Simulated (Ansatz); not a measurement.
# C3H9BO: molecular dynamics

Aim: follow the molecule's vibrations and see whether its bonds hold. The start is relaxed first. Runs: 40 steps of 4 fs at constant energy (fourth-order Milne integrator), with velocities drawn for 400 K. SMILES of the start: CCCBO.

Program: Ansatz 0.2.0. Level of theory: RKS PBE-D4/STO-3G. These are calculated values, not measurements.

### Step 1. The structure to begin with

Bond lengths: C1–C2 1.483 Å, C2–C3 1.514 Å, C3–B4 1.673 Å, B4–O5 1.445 Å, C1–H6 1.106 Å, C1–H7 1.162 Å, C1–H8 1.101 Å, C2–H9 1.133 Å, C2–H10 1.087 Å, C3–H11 1.151 Å, C3–H12 1.071 Å, B4–H13 1.109 Å, O5–H14 0.973 Å. Angles (14 of 22 angles, heavy atoms first): C1–C2–C3 108.8°, C2–C3–B4 112.4°, C3–B4–O5 119.2°, C1–C2–H9 107.3°, C1–C2–H10 110.1°, C3–C2–H9 110.5°, C3–C2–H10 109.4°, C2–C1–H6 113.1°, C2–C1–H7 108.1°, C2–C1–H8 112.8°, C2–C3–H11 109.5°, C2–C3–H12 112.9°, B4–C3–H11 105.1°, B4–C3–H12 109.7°.

Coordinates:

```xyz
14

C    -1.4448    0.9988    0.8346
C    -0.3441    0.6214   -0.0854
C     0.2557   -0.6875    0.3812
B     1.5773   -1.1446   -0.5365
O     1.9224   -0.3731   -1.7082
H    -2.2867    0.2818    0.8223
H    -1.9031    1.9978    0.4573
H    -1.0919    1.2162    1.8546
H     0.4288    1.4486   -0.0432
H    -0.7259    0.5031   -1.0964
H     0.6615   -0.5651    1.4516
H    -0.4579   -1.4860    0.4103
H     2.0322   -2.1251   -0.2863
H     1.3635   -0.7154   -2.4271
```

### Step 2. Relaxing the start

Contents of input.yaml:

```yaml
crystal:
  periodic: [false, false, false]
  atoms:
    - { symbol: C, position_ang: [-1.4448, 0.9988, 0.8346] }
    - { symbol: C, position_ang: [-0.3441, 0.6214, -0.0854] }
    - { symbol: C, position_ang: [0.2557, -0.6875, 0.3812] }
    - { symbol: B, position_ang: [1.5773, -1.1446, -0.5365] }
    - { symbol: O, position_ang: [1.9224, -0.3731, -1.7082] }
    - { symbol: H, position_ang: [-2.2867, 0.2818, 0.8223] }
    - { symbol: H, position_ang: [-1.9031, 1.9978, 0.4573] }
    - { symbol: H, position_ang: [-1.0919, 1.2162, 1.8546] }
    - { symbol: H, position_ang: [0.4288, 1.4486, -0.0432] }
    - { symbol: H, position_ang: [-0.7259, 0.5031, -1.0964] }
    - { symbol: H, position_ang: [0.6615, -0.5651, 1.4516] }
    - { symbol: H, position_ang: [-0.4579, -1.486, 0.4103] }
    - { symbol: H, position_ang: [2.0322, -2.1251, -0.2863] }
    - { symbol: H, position_ang: [1.3635, -0.7154, -2.4271] }
basis:
  gaussian: { orbitals: STO-3G }
hamiltonian:
  xc: pbe
  dispersion: d4
relax:
  f_tol: 0.02
  max_steps: 40
scf:
  lower_state_search: "off"
```

Started as:

```bash
$ ansatz run input.yaml --threads 1 --pin off --max-ram 2048MiB --backend cpu --events-out ev --progress --plain --runs-dir out
```

The program printed, shortened:

```text
Warning: RAYON_NUM_THREADS=1 ignored (pool sized by the plan → 1); use --threads N
[...]
Functional definition: PBE
[...]
518 factors; integrals over basis functions are off by at most 1.8e-5 eV
[...]
mean field -5897.47451099 eV, -216.7281908273 hartree, gradient 4.7e-6 eV, S^2 0.000000; 0 other end points of the search recorded, 0 dependent functions left out
[...]
reference -5897.47453670 eV, -216.7281917719 hartree; 20, 20 occupied and 14, 14 virtual orbitals, 518 factors
relax step   1: F+E_penalty+E_count = -5897.70397975 eV  Δ(F+E_penalty+E_count) = +0.000e0 eV  max|allowed force component| = 4.620e0 eV/Å  Δτ_max = 0.0000 Å  (14 SCF iters, accepted)
[...]
relax step   3: F+E_penalty+E_count = -5898.62481323 eV  Δ(F+E_penalty+E_count) = -3.408e-1 eV  max|allowed force component| = 1.988e0 eV/Å  Δτ_max = 0.1939 Å  (23 SCF iters, accepted)
[...]
relax step   5: F+E_penalty+E_count = -5899.36910577 eV  Δ(F+E_penalty+E_count) = -4.435e-1 eV  max|allowed force component| = 3.281e0 eV/Å  Δτ_max = 0.1947 Å  (23 SCF iters, accepted)
[...]
relax step   7: F+E_penalty+E_count = -5899.59340842 eV  Δ(F+E_penalty+E_count) = +7.020e-2 eV  max|allowed force component| = 1.261e0 eV/Å  Δτ_max = 0.1687 Å  (17 SCF iters, rejected (line search))
[...]
relax step   8: F+E_penalty+E_count = -5899.71576400 eV  Δ(F+E_penalty+E_count) = -5.215e-2 eV  max|allowed force component| = 2.978e-1 eV/Å  Δτ_max = 0.0806 Å  (17 SCF iters, accepted)
[...]
relax step   9: F+E_penalty+E_count = -5899.72375044 eV  Δ(F+E_penalty+E_count) = -7.986e-3 eV  max|allowed force component| = 9.255e-2 eV/Å  Δτ_max = 0.1000 Å  (16 SCF iters, accepted)
[...]
520 factors; integrals over basis functions are off by at most 1.7e-5 eV
```

### Step 3. The log goes on: start relaxed

The log, continued, shortened:

```text
mean field -5899.49440672 eV, -216.8024206260 hartree, gradient 2.6e-6 eV, S^2 0.000000; 0 other end points of the search recorded, 0 dependent functions left out
[...]
reference -5899.49443156 eV, -216.8024215387 hartree; 20, 20 occupied and 14, 14 virtual orbitals, 520 factors
relax step  10: F+E_penalty+E_count = -5899.72307734 eV  Δ(F+E_penalty+E_count) = +6.731e-4 eV  max|allowed force component| = 1.421e-1 eV/Å  Δτ_max = 0.0889 Å  (17 SCF iters, rejected (line search))
[...]
relax step  15: F+E_penalty+E_count = -5899.72729104 eV  Δ(F+E_penalty+E_count) = -3.438e-4 eV  max|allowed force component| = 6.707e-2 eV/Å  Δτ_max = 0.0165 Å  (19 SCF iters, accepted)
[...]
relax step  16: F+E_penalty+E_count = -5899.72746205 eV  Δ(F+E_penalty+E_count) = -1.710e-4 eV  max|allowed force component| = 7.111e-3 eV/Å  Δτ_max = 0.0087 Å  (13 SCF iters, accepted)
[...]
Atom 6 at    -1.964035     1.977507     0.402801 Å, force     0.000066     0.000179     0.000189 eV/Å
Atom 7 at    -1.084588     1.272940     1.798553 Å, force     0.000345     0.000402     0.000240 eV/Å
Atom 8 at     0.392791     1.392860    -0.262739 Å, force     0.000073    -0.001713    -0.001202 eV/Å
Atom 9 at    -0.787578     0.398091    -1.166022 Å, force     0.000679    -0.000883     0.000397 eV/Å
Atom 10 at     0.755859    -0.531144     1.371191 Å, force    -0.001275    -0.001056     0.002155 eV/Å
Atom 11 at    -0.419420    -1.512461     0.497137 Å, force    -0.000961    -0.001328     0.001561 eV/Å
Atom 12 at     2.110235    -2.271765    -0.258106 Å, force     0.000309    -0.001935     0.002531 eV/Å
Atom 13 at     1.322377     0.094351    -1.917021 Å, force     0.002905    -0.003603     0.001449 eV/Å
Dipole moment:    -0.192814     0.293357    -0.075990 e Å
Checks for a lower state left out: stability, starts, cluster_reference, orbital_swaps, neighbouring_geometries, increment
```

It took 28 s on 1 thread of Intel Xeon Platinum 8488C (Sapphire Rapids), shared host; peak memory 0.13 GiB.

Relaxation path:

```
step  energy from step 1 (eV)  largest force component (eV/Å)
   1                   0.0000                          4.6196
   2                  -0.5801                          1.6670
   3                  -0.9208                          1.9882
   4                  -1.2216                          3.3581
   5                  -1.6651                          3.2811
   6                  -1.9596                          0.6940
  7x                  -1.8894                          1.2613
   8                  -2.0118                          0.2978
   9                  -2.0198                          0.0925
 10x                  -2.0191                          0.1421
  11                  -2.0214                          0.0389
  12                  -2.0227                          0.0354
  13                  -2.0230                          0.0557
  14                  -2.0230                          0.0674
  15                  -2.0233                          0.0671
  16                  -2.0235                          0.0071
```

Step 1 is the start. 2 steps were tried and not accepted (marked x).

After: Bond lengths: C1–C2 1.556 Å, C2–C3 1.563 Å, C3–B4 1.593 Å, B4–O5 1.365 Å, C1–H6 1.106 Å, C1–H7 1.106 Å, C1–H8 1.106 Å, C2–H9 1.111 Å, C2–H10 1.112 Å, C3–H11 1.111 Å, C3–H12 1.111 Å, B4–H13 1.182 Å, O5–H14 1.031 Å. Angles (14 of 22 angles, heavy atoms first): C1–C2–C3 112.6°, C2–C3–B4 116.0°, C3–B4–O5 124.3°, C1–C2–H9 108.6°, C1–C2–H10 108.6°, C3–C2–H9 109.9°, C3–C2–H10 109.9°, C2–C1–H6 110.5°, C2–C1–H7 110.9°, C2–C1–H8 110.5°, C2–C3–H11 108.8°, C2–C3–H12 108.7°, B4–C3–H11 108.9°, B4–C3–H12 108.8°.

### Step 4. The run

40 steps of 4 fs at constant energy (fourth-order milne integrator), with velocities drawn for 400 K, from the relaxed start.

Contents of input.yaml:

```yaml
crystal:
  periodic: [false, false, false]
  atoms:
    - { symbol: C, position_ang: [-1.487682, 1.057568, 0.79131] }
    - { symbol: C, position_ang: [-0.353506, 0.575917, -0.158226] }
    - { symbol: C, position_ang: [0.349324, -0.72268, 0.355026] }
    - { symbol: B, position_ang: [1.513656, -1.298698, -0.567168] }
    - { symbol: O, position_ang: [1.905637, -0.739698, -1.749286] }
    - { symbol: H, position_ang: [-2.266069, 0.278112, 0.891349] }
    - { symbol: H, position_ang: [-1.964035, 1.977507, 0.402801] }
    - { symbol: H, position_ang: [-1.084588, 1.27294, 1.798553] }
    - { symbol: H, position_ang: [0.392791, 1.39286, -0.262739] }
    - { symbol: H, position_ang: [-0.787578, 0.398091, -1.166022] }
    - { symbol: H, position_ang: [0.755859, -0.531144, 1.371191] }
    - { symbol: H, position_ang: [-0.41942, -1.512461, 0.497137] }
    - { symbol: H, position_ang: [2.110235, -2.271765, -0.258106] }
    - { symbol: H, position_ang: [1.322377, 0.094351, -1.917021] }
basis:
  gaussian: { orbitals: STO-3G }
hamiltonian:
  xc: pbe
  dispersion: d4
md:
  timestep: 4.0
  n_steps: 40
  ensemble: nve_milne
  temperature: 400.0
  initial_velocities: maxwell_boltzmann
  seed: 201900
scf:
  lower_state_search: "off"
```

Started as:

```bash
$ ansatz run input.yaml --threads 1 --pin off --max-ram 2048MiB --backend cpu --events-out ev --progress --plain --runs-dir out
```

The program printed, shortened:

```text
Warning: RAYON_NUM_THREADS=1 ignored (pool sized by the plan → 1); use --threads N
[...]
[... 1 set-up line as earlier in the session ...]
[...]
517 factors; integrals over basis functions are off by at most 1.6e-5 eV
[...]
mean field -5899.49881568 eV, -216.8025826522 hartree, gradient 4.2e-6 eV, S^2 0.000000; 0 other end points of the search recorded, 0 dependent functions left out
[...]
reference -5899.49884049 eV, -216.8025835641 hartree; 20, 20 occupied and 14, 14 virtual orbitals, 517 factors
md step     0: t =     0.00 fs  T =   400.0 K  F+E_penalty+E_count = -5899.72746747 eV  E_kin = 0.620448 eV  conserved = -5899.10701947 eV  (13 SCF iters)
[...]
md step    10: t =    40.00 fs  T = 4179470.5 K  F+E_penalty+E_count = -5818.34617548 eV  E_kin = 6482.860166 eV  conserved = 664.51399087 eV  (377 SCF iters, 15 dispersion substeps)
[...]
Atom 5 at  -225.020261   374.917572  -424.091957 Å, force     0.000001     0.000000     0.000000 eV/Å
Atom 6 at   -87.729019   253.837569   -76.667693 Å, force     0.000002    -0.000001     0.000001 eV/Å
Atom 7 at    24.536398     7.736901    96.870515 Å, force     0.000004    -0.000005    -0.000039 eV/Å
Atom 8 at  -411.481270   353.436633  -509.955007 Å, force    -0.000001    -0.000000    -0.000000 eV/Å
Atom 9 at  -187.281144   -10.422563  -535.174325 Å, force     0.000000    -0.000000     0.000000 eV/Å
Atom 10 at    27.508637  -111.202092    -1.329766 Å, force    -0.000002     0.000010     0.000001 eV/Å
Atom 11 at  -345.530545  -538.747055    35.078496 Å, force     0.000000     0.000000     0.000000 eV/Å
Atom 12 at    32.673488   -72.970646    28.354884 Å, force    -0.000022     0.000107     0.000041 eV/Å
Atom 13 at  -252.735762   245.738363   -40.081697 Å, force    -0.000000    -0.000001     0.000001 eV/Å
Dipole moment:    70.781442   -23.871953    71.635285 e Å
Checks for a lower state left out: stability, starts, cluster_reference, orbital_swaps, neighbouring_geometries, increment
```

Run time: 5.7 min. Hardware: 1 thread of Intel Xeon Platinum 8488C (Sapphire Rapids), shared host; peak memory 0.1 GiB.

### Step 5. The trajectory

One step in 2; energies are changes from step 0:

```
time (fs)    T (K)  potential energy change (meV/atom)  total energy change (meV/atom)
      0.0      400                                 0.0                            0.00
      8.0    15846                               910.7                         2621.98
     16.0   469577                              5029.4                        57011.52
     24.0  2478021                              6775.9                       281282.13
     32.0  3800784                              5972.6                       427033.42
     40.0  4179470                              5812.9                       468830.07
     48.0  3663502                              6181.1                       412031.94
     56.0  3839507                              6360.8                       431711.87
     64.0  4177016                              6311.6                       469056.78
     72.0  3665842                              6300.1                       412410.09
     80.0  3836046                              6121.4                       431089.07
     88.0  4207842                              6363.3                       472523.84
     96.0  3700518                              6266.3                       416218.18
    104.0  3841576                              6227.9                       431808.26
    112.0  4200651                              6114.2                       471478.05
    120.0  3708569                              5793.6                       416637.52
    128.0  3847154                              5742.6                       431940.98
    136.0  4201485                              5903.7                       471359.88
    144.0  3702299                              6186.9                       416336.16
    152.0  3840668                              6202.5                       431682.22
    160.0  4204390                              6253.6                       472031.63
```

time (fs), T (K) and a bar:
```
      0.0        400 
      8.0      15846 
     12.0     456062 ###
     20.0    3479807 #####################
     28.0    4939787 ##############################
     36.0    3666273 ######################
     40.0    4179470 #########################
     48.0    3663502 ######################
     56.0    3839507 #######################
     64.0    4177016 #########################
     68.0    3837264 #######################
     76.0    4179155 #########################
     84.0    3682265 ######################
     92.0    3839695 #######################
     96.0    3700518 ######################
    104.0    3841576 #######################
    112.0    4200651 ##########################
    120.0    3708569 #######################
    124.0    4200294 ##########################
    132.0    3708140 #######################
    140.0    3842803 #######################
    148.0    4203493 ##########################
    152.0    3840668 #######################
    160.0    4204390 ##########################
```

Bonds that form or break, judged by distance (formed within 1.15 times the sum of covalent radii and held on average over 12 fs, broken when stretched by half; pairs already stretched at the start don't count as bonds):

```
time (fs)    bond   event
     12.0   C2–H9  breaks
     12.0  O5–H14  breaks
     16.0   C1–H7  breaks
     16.0   C1–H8  breaks
     16.0  C3–H11  breaks
     16.0  B4–H13  breaks
     20.0  C2–H10  breaks
     20.0  C3–H12  breaks
     24.0   C1–C2  breaks
     24.0   C1–H6  breaks
     24.0   C2–C3  breaks
     24.0   C3–B4  breaks
     32.0   B4–O5  breaks
    120.0   B4–O5   forms
```

1 more events follow.

### Step 6. Results

| quantity | value |
| --- | --- |
| relaxation of the start | 13 moves, 2.023 eV lower |
| length | 40 steps of 4 fs |
| temperature, first and last step | 400 and 4204390 K |
| temperature, second half | mean 3915108 K, from 3682265 to 4207842 K |
| potential energy, second half | +6094 meV/atom from the start |
| largest change of the total energy | 553260.09 meV/atom |
| bonds formed or broken | 15 |

**Reading.** The run blows up, reaching 4939787 K, so it describes no real motion. Averages from a run of 160 fs with 14 atoms are rough. The nuclei move classically, without zero-point motion, which matters most for hydrogen. The basis is very small, so the numbers are rough.
